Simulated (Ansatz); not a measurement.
# H3SSb, SMILES [SH][SbH2]: vertical and adiabatic energies of changing the electron count

Computed with Ansatz 0.2.0, Python API.

Input file `h3ssb.xyz`:
```text
5

S     0.97470   -0.72710    1.03100
Sb   -0.00950    0.32500   -1.01280
H     0.33840   -1.93640    0.69660
H    -1.55550    0.32090   -0.33570
H     0.30190    1.94390   -0.42050
```

Notebook, run cell by cell (the value of a cell's last expression is shown):

**Cell 1**
```python
import itertools

import ansatz as az
from ase.data import atomic_numbers, covalent_radii
import numpy as np
```

**Cell 2**
```python
mol = az.Crystal.molecule_from_extxyz("h3ssb.xyz")
```

**Cell 3**
```python
model = mol.calculation()
model = model.basis(gaussian="def2-SVP")
model = model.functional("cam_b3lyp")
symbols = [site.symbol for site in mol.cartesian_sites]
start = np.array([site.position_ang for site in mol.cartesian_sites], dtype=float)
rep = model.relax(force_tolerance=0.01, max_steps=100).run(threads=1).report
end = np.array(rep["positions_ang"])
```

**Cell 4**
```python
minimum = az.Crystal.molecule()
for symbol, place in zip(symbols, end):
    minimum = minimum.atom(symbol, place.tolist())
ion = minimum.calculation()
ion = ion.basis(gaussian="def2-SVP")
ion = ion.functional("cam_b3lyp")
ion = ion.charge(1).spin("collinear", total=1)
vertical = ion.run(threads=1).report
settled = ion.relax(force_tolerance=0.01, max_steps=80).run(threads=1).report
print(f"vertical ionisation energy   {vertical['free_energy_ev'] - rep['free_energy_ev']:.3f} eV")
print(f"adiabatic, no zero point     {settled['free_energy_ev'] - rep['free_energy_ev']:.3f} eV")
print(f"relaxation energy of the ion {vertical['free_energy_ev'] - settled['free_energy_ev']:.3f} eV")
ionised = np.array(settled["positions_ang"])
radius = [covalent_radii[atomic_numbers[s]] for s in symbols]
span = lambda where, i, j: np.linalg.norm(where[i] - where[j])
bonded = [(i, j) for i, j in itertools.combinations(range(len(symbols)), 2) if min(span(end, i, j), span(ionised, i, j)) < 1.2 * (radius[i] + radius[j])]
print("pair        before    after (A)")
for i, j in bonded:
    print(f"{symbols[i]}{i}-{symbols[j]}{j}".ljust(10), f"{span(end, i, j):8.4f} {span(ionised, i, j):8.4f}")
```
Output:
```text
vertical ionisation energy   9.403 eV
adiabatic, no zero point     8.937 eV
relaxation energy of the ion 0.466 eV
pair        before    after (A)
S0-Sb1       2.4531   2.3915
S0-H2        1.3489   1.3570
Sb1-H3       1.7125   1.6939
Sb1-H4       1.7126   1.6984
```

The energies are electronic: no zero-point or thermal terms, and the basis set is short of its limit. The product may relax into another structure. The relaxation finds the nearest minimum, so the adiabatic value is an upper bound. def2 sets replace the cores of elements past krypton by effective core potentials. The whole script took 110 s on 1 thread of Arm Neoverse V1 (shared host), peak memory 0.25 GiB.
